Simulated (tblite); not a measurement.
# C3H13NO2Si3: the cost of one run

The runs use tblite 0.8.0 and PySCF 2.14.0, with density-fitted response routines of our own; the level of theory stands in each step. All values are computed, except where a source is named. Atoms are numbered from 0 throughout.

## 1. Starting geometry

22 atoms, charge 0, multiplicity 1; geometry from: force field or distance geometry start.

Bonds of the start (Å): O0–Si1 1.73, Si1–O2 1.73, Si1–C3 1.87, C3–C4 1.48, C4–C5 1.53, Si1–N6 1.73, N6–Si7 1.72, N6–Si8 1.73, C5–C3 1.51, O0–H9 0.98, O2–H10 0.98, C3–H11 1.12, C4–H12 1.12, C4–H13 1.10, C5–H14 1.09, C5–H15 1.11, Si7–H16 1.47, Si7–H17 1.49, Si7–H18 1.48, Si8–H19 1.48, Si8–H20 1.47, Si8–H21 1.49.

## 2. Geometry optimisation with GFN2-xTB

What the job is given:

```
{"job": {"kind": "relax", "xc": "GFN2-xTB", "basis": "xTB"}, "charge": 0, "multiplicity": 1}
O      0.062600     0.059400     2.489100
Si     0.031400    -0.711500     0.939200
O     -0.349900    -2.364900     1.283900
C      1.686300    -0.561200     0.080100
C      2.550700     0.624800     0.296000
C      1.667100     0.540900    -0.953700
N     -1.181200    -0.065100    -0.111400
Si    -1.286400    -0.596300    -1.742600
Si    -2.339900     1.038900     0.534900
H     -0.078600     1.022000     2.375900
H      0.409700    -2.950600     1.094400
H      2.144000    -1.547200    -0.209500
H      3.628100     0.605700     0.007500
H      2.285100     1.465100     0.956600
H      2.103000     0.267700    -1.909100
H      0.798800     1.236000    -0.902300
H     -0.166200    -0.186700    -2.598200
H     -2.484300     0.046600    -2.353400
H     -1.517700    -2.051700    -1.923000
H     -3.713200     0.750300     0.074700
H     -2.317200     0.976700     2.006900
H     -1.942600     2.420500     0.162200
```

Command:

```
OMP_NUM_THREADS=1 python probes_run.py task.json out
```

One launch serves the whole session: the jobs run in the order shown.

Q: Estimate the wall time and peak memory of this first job on 1 thread of Intel Xeon 6975P-C, shared host.

About 2 s, with a peak of 0.19 GiB.
